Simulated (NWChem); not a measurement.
# HF/6-31G(d,p) (spherical functions) run of C6H12Cl4Si4 (SMILES Cl[Si@]12C[Si@]3(Cl)C[Si@](Cl)(C1)C[Si@](Cl)(C2)C3)

Aim: the energy change on altering one bond length of C6H12Cl4Si4 at HF/6-31G** (spherical functions), from 2 runs. 

The calculation is run with NWChem 7.3.0.

### Step 1. The system as given

C6H12Cl4Si4: 26 atoms, total charge 0, spin state singlet. SMILES: `Cl[Si@]12C[Si@]3(Cl)C[Si@](Cl)(C1)C[Si@](Cl)(C2)C3`. Geometry: relaxed at GFN2-xTB. This is one conformer, not always the lowest.

Some bond lengths: Cl1–Si2 2.037 Å, Si2–C3 1.902 Å, C3–Si4 1.902 Å, Si4–Cl5 2.037 Å, Si4–C6 1.902 Å, C6–Si7 1.902 Å, Si7–Cl8 2.037 Å, Si2–C9 1.902 Å, Si7–C9 1.902 Å, Si7–C10 1.902 Å, C10–Si11 1.902 Å, Si11–Cl12 2.037 Å, Si2–C13 1.902 Å, Si11–C13 1.902 Å, Si4–C14 1.902 Å, Si11–C14 1.902 Å. Some angles: Cl1–Si2–C3 110.4°, Cl1–Si2–C9 110.4°, Cl1–Si2–C13 110.3°, C3–Si2–C9 108.5°, C3–Si2–C13 108.6°, C9–Si2–C13 108.6°, Si2–C3–Si4 111.3°, C3–Si4–Cl5 110.4°, C3–Si4–C6 108.6°, C3–Si4–C14 108.6°.

### Step 2. Energy and gradient at HF/6-31G(d,p) (spherical functions)

input.nw

```
start input
memory total 2900 mb
geometry units angstrom noautosym nocenter noautoz
  Cl    -3.958350     0.104350     0.009330
  Si    -1.922420     0.050410     0.004260
  C     -1.217650     1.720010    -0.573960
  Si     0.684520     1.698540    -0.586800
  Cl     1.409200     3.497440    -1.208930
  C      1.266940     0.311990    -1.751750
  Si     0.602260    -1.381130    -1.194740
  Cl     1.239530    -2.844260    -2.460270
  C     -1.298580    -1.308930    -1.171240
  C      1.218140    -1.720050     0.572930
  Si     0.635310    -0.367820     1.777430
  Cl     1.308570    -0.757280     3.659720
  C     -1.265970    -0.312810     1.752480
  C      1.297410     1.309620     1.171540
  H     -1.591910     1.954950    -1.568760
  H     -1.574370     2.517640     0.075150
  H      0.940640     0.521650    -2.768830
  H      2.354740     0.289490    -1.785690
  H     -1.674800    -1.129820    -2.176870
  H     -1.701880    -2.273770    -0.869010
  H      2.305040    -1.779710     0.581360
  H      0.863020    -2.692720     0.908640
  H     -1.623920     0.444610     2.447490
  H     -1.668150    -1.259180     2.109540
  H      0.986940     2.098240     1.854580
  H      2.385750     1.308560     1.192410
end
basis "ao basis" spherical
  Cl library 6-31G**
  Si library 6-31G**
  C library 6-31G**
  H library 6-31G**
end
scf
  direct
  noprint "final vectors analysis"
end
task scf gradient
```

The run is started by

```sh
$ nwchem input.nw > input.out
```

Output:

```text
Northwest Computational Chemistry Package (NWChem) 7.3.0
             --------------------------------------------------------

           Job information
           ---------------

    nwchem branch   = 7.3.0
    use scalapack   = T
    input           = input.nw
    prefix          = input.
    data base       = ./input.db
    status          = startup
    nproc           =        1

           Memory information
           ------------------

    heap     =     95027200 doubles =      725.0 Mbytes
    stack    =     95027197 doubles =      725.0 Mbytes
    global   =    190054400 doubles =     1450.0 Mbytes (distinct from heap & stack)
    total    =    380108797 doubles =     2900.0 Mbytes
    verify   = yes
    hardfail = no

           Directory information
           ---------------------

  0 permanent = .
  0 scratch   = .

                                NWChem Input Module
                                -------------------

 Scaling coordinates for geometry "geometry" by  1.889725989
 (inverse scale =  0.529177249)

                             Geometry "geometry" -> ""
                             -------------------------

 Output coordinates in angstroms (scale by  1.889725989 to convert to a.u.)

  No.       Tag          Charge          X              Y              Z
 ---- ---------------- ---------- -------------- -------------- --------------
    1 Cl                  17.0000    -3.95835000     0.10435000     0.00933000
    2 Si                  14.0000    -1.92242000     0.05041000     0.00426000
    3 C                    6.0000    -1.21765000     1.72001000    -0.57396000
    4 Si                  14.0000     0.68452000     1.69854000    -0.58680000
    5 Cl                  17.0000     1.40920000     3.49744000    -1.20893000
    6 C                    6.0000     1.26694000     0.31199000    -1.75175000
[... 18 lines of this table left out ...]
   25 H                    1.0000     0.98694000     2.09824000     1.85458000
   26 H                    1.0000     2.38575000     1.30856000     1.19241000

      Atomic Mass
      -----------

      Cl                34.968850
      Si                27.976930
      C                 12.000000
      H                  1.007825

 Effective nuclear repulsion energy (a.u.)    2029.8064285344

            Nuclear Dipole moment (a.u.)
            ----------------------------
        X                 Y               Z
 ---------------- ---------------- ----------------
    -0.0370953212     0.0059904314    -0.0008314794

            XYZ format geometry
            -------------------
    26
 geometry
 Cl                   -3.95835000     0.10435000     0.00933000
 Si                   -1.92242000     0.05041000     0.00426000
 C                    -1.21765000     1.72001000    -0.57396000
 Si                    0.68452000     1.69854000    -0.58680000
 Cl                    1.40920000     3.49744000    -1.20893000
 C                     1.26694000     0.31199000    -1.75175000
[... 18 lines of this table left out ...]
 H                     0.98694000     2.09824000     1.85458000
 H                     2.38575000     1.30856000     1.19241000

 ==============================================================================
                                internuclear distances
 ------------------------------------------------------------------------------
       center one      |      center two      | atomic units |  angstroms
 ------------------------------------------------------------------------------
    2 Si               |   1 Cl               |     3.84871  |     2.03665
    3 C                |   2 Si               |     3.59476  |     1.90226
    4 Si               |   3 C                |     3.59489  |     1.90233
    5 Cl               |   4 Si               |     3.84885  |     2.03672
    6 C                |   4 Si               |     3.59487  |     1.90233
    7 Si               |   6 C                |     3.59481  |     1.90229
[... 20 lines of this table left out ...]
   25 H                |  14 C                |     2.05699  |     1.08851
   26 H                |  14 C                |     2.05704  |     1.08854
 ------------------------------------------------------------------------------
                         number of included internuclear distances:         28
 ==============================================================================

 ==============================================================================
                                 internuclear angles
 ------------------------------------------------------------------------------
        center 1       |       center 2       |       center 3       |  degrees
 ------------------------------------------------------------------------------
    1 Cl               |   2 Si               |   3 C                |   110.36
    1 Cl               |   2 Si               |   9 C                |   110.38
    1 Cl               |   2 Si               |  13 C                |   110.35
    3 C                |   2 Si               |   9 C                |   108.53
    3 C                |   2 Si               |  13 C                |   108.61
    9 C                |   2 Si               |  13 C                |   108.56
    2 Si               |   3 C                |   4 Si               |   111.26
    2 Si               |   3 C                |  15 H                |   109.87
    2 Si               |   3 C                |  16 H                |   109.91
    4 Si               |   3 C                |  15 H                |   109.88
    4 Si               |   3 C                |  16 H                |   109.88
   15 H                |   3 C                |  16 H                |   105.91
    3 C                |   4 Si               |   5 Cl               |   110.36
    3 C                |   4 Si               |   6 C                |   108.57
    3 C                |   4 Si               |  14 C                |   108.56
    5 Cl               |   4 Si               |   6 C                |   110.35
    5 Cl               |   4 Si               |  14 C                |   110.38
    6 C                |   4 Si               |  14 C                |   108.57
    4 Si               |   6 C                |   7 Si               |   111.25
    4 Si               |   6 C                |  17 H                |   109.88
    4 Si               |   6 C                |  18 H                |   109.88
    7 Si               |   6 C                |  17 H                |   109.89
    7 Si               |   6 C                |  18 H                |   109.87
   17 H                |   6 C                |  18 H                |   105.93
    6 C                |   7 Si               |   8 Cl               |   110.37
    6 C                |   7 Si               |   9 C                |   108.60
    6 C                |   7 Si               |  10 C                |   108.51
    8 Cl               |   7 Si               |   9 C                |   110.34
    8 Cl               |   7 Si               |  10 C                |   110.37
    9 C                |   7 Si               |  10 C                |   108.59
    2 Si               |   9 C                |   7 Si               |   111.25
    2 Si               |   9 C                |  19 H                |   109.87
    2 Si               |   9 C                |  20 H                |   109.90
    7 Si               |   9 C                |  19 H                |   109.89
    7 Si               |   9 C                |  20 H                |   109.88
   19 H                |   9 C                |  20 H                |   105.92
    7 Si               |  10 C                |  11 Si               |   111.25
    7 Si               |  10 C                |  21 H                |   109.89
    7 Si               |  10 C                |  22 H                |   109.89
   11 Si               |  10 C                |  21 H                |   109.87
   11 Si               |  10 C                |  22 H                |   109.87
   21 H                |  10 C                |  22 H                |   105.92
   10 C                |  11 Si               |  12 Cl               |   110.36
   10 C                |  11 Si               |  13 C                |   108.57
   10 C                |  11 Si               |  14 C                |   108.57
   12 Cl               |  11 Si               |  13 C                |   110.37
   12 Cl               |  11 Si               |  14 C                |   110.36
   13 C                |  11 Si               |  14 C                |   108.55
    2 Si               |  13 C                |  11 Si               |   111.25
    2 Si               |  13 C                |  23 H                |   109.90
    2 Si               |  13 C                |  24 H                |   109.87
   11 Si               |  13 C                |  23 H                |   109.90
   11 Si               |  13 C                |  24 H                |   109.87
   23 H                |  13 C                |  24 H                |   105.90
    4 Si               |  14 C                |  11 Si               |   111.26
    4 Si               |  14 C                |  25 H                |   109.88
    4 Si               |  14 C                |  26 H                |   109.88
   11 Si               |  14 C                |  25 H                |   109.86
   11 Si               |  14 C                |  26 H                |   109.94
   25 H                |  14 C                |  26 H                |   105.89
 ------------------------------------------------------------------------------
                            number of included internuclear angles:         60
 ==============================================================================

                      Basis "ao basis" -> "" (spherical)
                      -----
  [basis functions not shown]

 Summary of "ao basis" -> "" (spherical)
 ------------------------------------------------------------------------------
       Tag                 Description            Shells   Functions and Types
 ---------------- ------------------------------  ------  ---------------------
 Cl                         6-31G**                  8       18   4s3p1d
 Si                         6-31G**                  8       18   4s3p1d
 C                          6-31G**                  6       14   3s2p1d
 H                          6-31G**                  3        5   2s1p

                                 NWChem SCF Module
                                 -----------------

  ao basis        = "ao basis"
  functions       =   288
  atoms           =    26
  closed shells   =    86
  open shells     =     0
  charge          =   0.00
  wavefunction    = RHF
  input vectors   = atomic
  output vectors  = ./input.movecs
  use symmetry    = F
  symmetry adapt  = F

 Summary of "ao basis" -> "ao basis" (spherical)
 ------------------------------------------------------------------------------
       Tag                 Description            Shells   Functions and Types
 ---------------- ------------------------------  ------  ---------------------
 Cl                         6-31G**                  8       18   4s3p1d
 Si                         6-31G**                  8       18   4s3p1d
 C                          6-31G**                  6       14   3s2p1d
 H                          6-31G**                  3        5   2s1p

 Forming initial guess at       0.2s

      Superposition of Atomic Density Guess
      -------------------------------------

 Sum of atomic energies:       -3225.01187631

      Non-variational initial energy
      ------------------------------

 Total energy =   -3232.450468
 1-e energy   =   -8503.333203
 2-e energy   =    3241.076306
 HOMO         =      -0.331510
 LUMO         =       0.014168

 Starting SCF solution at      10.3s

 ----------------------------------------------
         Quadratically convergent ROHF

 Convergence threshold     :          1.000E-04
 Maximum no. of iterations :           30
 Final Fock-matrix accuracy:          1.000E-07
 ----------------------------------------------

              iter       energy          gnorm     gmax       time
             ----- ------------------- --------- --------- --------
                 1    -3228.0184223954  1.30D+00  1.85D-01     31.3
                 2    -3228.1613252913  3.80D-01  7.04D-02     52.3
                 3    -3228.1764906403  2.68D-02  4.33D-03    108.7
                 4    -3228.1765654858  4.37D-04  1.07D-04    186.6
                 5    -3228.1765655041  1.21D-05  2.46D-06    282.2

       Final RHF  results
       ------------------

         Total SCF energy =  -3228.176565504110
      One-electron energy =  -8510.998344720296
      Two-electron energy =   3253.015350681804
 Nuclear repulsion energy =   2029.806428534382

        Time for solution =    271.9s

             Final eigenvalues
             -----------------

              1
    1 -104.8112
    2 -104.8112
    3 -104.8112
    4 -104.8112
    5  -68.8202
    6  -68.8202
    7  -68.8202
    8  -68.8202
    9  -11.2244
   10  -11.2244
   11  -11.2244
   12  -11.2244
   13  -11.2244
   14  -11.2244
   15  -10.5535
   16  -10.5535
   17  -10.5535
   18  -10.5534
   19   -8.0216
   20   -8.0216
   21   -8.0216
   22   -8.0216
   23   -8.0191
   24   -8.0191
   25   -8.0191
   26   -8.0191
   27   -8.0191
   28   -8.0191
   29   -8.0191
   30   -8.0191
   31   -6.1745
   32   -6.1745
   33   -6.1744
   34   -6.1744
   35   -4.2818
   36   -4.2817
   37   -4.2817
   38   -4.2817
   39   -4.2795
   40   -4.2795
   41   -4.2795
   42   -4.2795
   43   -4.2795
   44   -4.2795
   45   -4.2794
   46   -4.2794
   47   -1.1131
   48   -1.1082
   49   -1.1082
   50   -1.1082
   51   -1.0124
   52   -0.9615
   53   -0.9615
   54   -0.9614
   55   -0.9335
   56   -0.9335
   57   -0.6751
   58   -0.6751
   59   -0.6751
   60   -0.6716
   61   -0.6093
   62   -0.6093
   63   -0.6093
   64   -0.5776
   65   -0.5711
   66   -0.5710
   67   -0.5710
   68   -0.5365
   69   -0.5365
   70   -0.5364
   71   -0.5108
   72   -0.5108
   73   -0.5108
   74   -0.4883
   75   -0.4883
   76   -0.4883
   77   -0.4869
   78   -0.4869
   79   -0.4694
   80   -0.4693
   81   -0.4406
   82   -0.4406
   83   -0.4406
   84   -0.4134
   85   -0.4134
   86   -0.4134
   87    0.1107
   88    0.1674
   89    0.1762
   90    0.1762
   91    0.1813
   92    0.1813
   93    0.1814
   94    0.2254
   95    0.2254
   96    0.2254

 center of mass
 --------------
 x =  -0.00023271 y =   0.00003737 z =  -0.00000584

 moments of inertia (a.u.)
 ------------------
        7278.515412147546           0.055742555950           0.169966651013
           0.055742555950        7278.323599106626           0.145999659565
           0.169966651013           0.145999659565        7277.976198921914

  Mulliken analysis of the total density
  --------------------------------------

    Atom       Charge   Shell Charges
 -----------   ------   -------------------------------------------------------
    1 Cl  17    17.34   2.00  2.00  5.98  1.34  3.62  0.63  1.75  0.02
    2 Si  14    12.91   2.00  2.00  5.97  0.88  1.66 -0.00  0.13  0.27
    3 C    6     6.82   2.00  0.61  2.04  0.75  1.40  0.02
    4 Si  14    12.91   2.00  2.00  5.97  0.88  1.66 -0.00  0.13  0.27
    5 Cl  17    17.34   2.00  2.00  5.98  1.34  3.62  0.63  1.75  0.02
    6 C    6     6.82   2.00  0.61  2.04  0.75  1.40  0.02
[... 18 lines of this table left out ...]
   25 H    1     0.84   0.51  0.31  0.01
   26 H    1     0.84   0.51  0.31  0.01

       Multipole analysis of the density wrt the origin
       ------------------------------------------------

     L   x y z        total         open         nuclear
     -   - - -        -----         ----         -------
     0   0 0 0      0.000000      0.000000    172.000000

     1   1 0 0     -0.000364      0.000000     -0.037095
     1   0 1 0      0.000082      0.000000      0.005990
     1   0 0 1      0.000620      0.000000     -0.000831

[... 4 lines of this table left out ...]
     2   0 1 1     -0.001138      0.000000     -0.073681
     2   0 0 2   -112.472232      0.000000   1846.252067

                              NWChem Gradients Module
                              -----------------------

  wavefunction    =   RHF

                         RHF ENERGY GRADIENTS

    atom               coordinates                        gradient
                 x          y          z           x          y          z
   1 Cl     -7.480197   0.197193   0.017631    0.014992  -0.000386  -0.000024
   2 Si     -3.632847   0.095261   0.008050   -0.023614   0.000641   0.000028
   3 C      -2.301025   3.250348  -1.084627   -0.002752   0.003830  -0.001287
   4 Si      1.293555   3.209775  -1.108891    0.008413   0.020865  -0.007191
   5 Cl      2.663002   6.609203  -2.284546   -0.005330  -0.013220   0.004552
   6 C       2.394169   0.589576  -3.310328    0.002882   0.000693  -0.003883
[... 18 lines of this table left out ...]
  25 H       1.865046   3.965099   3.504648    0.001446   0.000139   0.000163
  26 H       4.508414   2.472820   2.253328   -0.000174   0.001160   0.000929

                 ----------------------------------------
                 |  Time  |  1-e(secs)   |  2-e(secs)   |
                 ----------------------------------------
                 |  CPU   |       0.11   |      41.65   |
                 ----------------------------------------
                 |  WALL  |       0.11   |      41.65   |
                 ----------------------------------------

 Task  times  cpu:      324.0s     wall:      324.0s
 Total times  cpu:      324.1s     wall:      324.1s
```

Run time: 5.4 min. Hardware: 1 thread of Intel Xeon 6975P-C (Granite Rapids), shared host; peak memory 0.12 GiB.

(Part 1 of 2 ends here.)
